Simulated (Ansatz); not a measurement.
**CsEu under changes of volume**

One of the cells (69.118 Å³/atom); the others are scaled copies at fixed shape and fractional positions:

```
CELL_PARAMETERS angstrom
4.46442 0.00000 0.00000
-2.23221 3.86630 0.00000
0.00000 0.00000 8.00863
ATOMIC_POSITIONS crystal
Eu 0.66667 0.33333 0.00000
Cs 0.00000 0.00000 0.50000
```

The cell comes from a database or a generator and needn't be the stable form of this composition.

| Property | Result |
| --- | --- |
| Program | Ansatz 0.2.0 |
| Functional | PBE |
| Potentials or basis | Ansatz PAW |
| Cutoff | 420 eV (not typed: the program's choice for these potentials) |
| k mesh | 7 × 7 × 4 |
| Occupations | fermi-dirac, width 0.05 eV |
| Spin | collinear spin, ferromagnetic start |
| Starting moments | [7.0, 0.0] μB |

```tsv
volume (Å³/atom)	energy over the lowest point (meV/atom)	pressure (GPa)	moment (μB per cell)
64.971	0.00	0.0	7.83
66.353	0.35	-0.1	7.80
67.735	?	?	?
69.118	3.15	-0.2	7.72
70.500	5.36	-0.3	7.67
71.882	7.97	-0.3	7.62
73.265	10.99	-0.4	7.57
```

Q: What does the run at 67.735 Å³/atom give?

A: Energy over the lowest point 1.45 meV/atom; pressure -0.1 GPa; moment 7.76 μB per cell.

Worked out: A Birch-Murnaghan fit of order 3 (a polynomial in V^(-2/3)) to the other rows has its minimum at 65.04 Å³/atom with B0 = V·E''(V) = 4.6 GPa and B' = 6.7 at fixed shape and positions, which overstates the stiffness. It gives 1.45 meV/atom at 67.735 Å³/atom, against the run's 1.45, and -dE/dV = -0.2 GPa, against -0.1. A parabola through the other rows of the moment, of slope -0.0289 μB per Å³/atom there, gives 7.76 μB, against the run's 7.76.

Energies are extrapolated to zero smearing.

Caveats: without U or exact exchange the open f shell lies at the Fermi level, which spoils levels, moments and volumes.
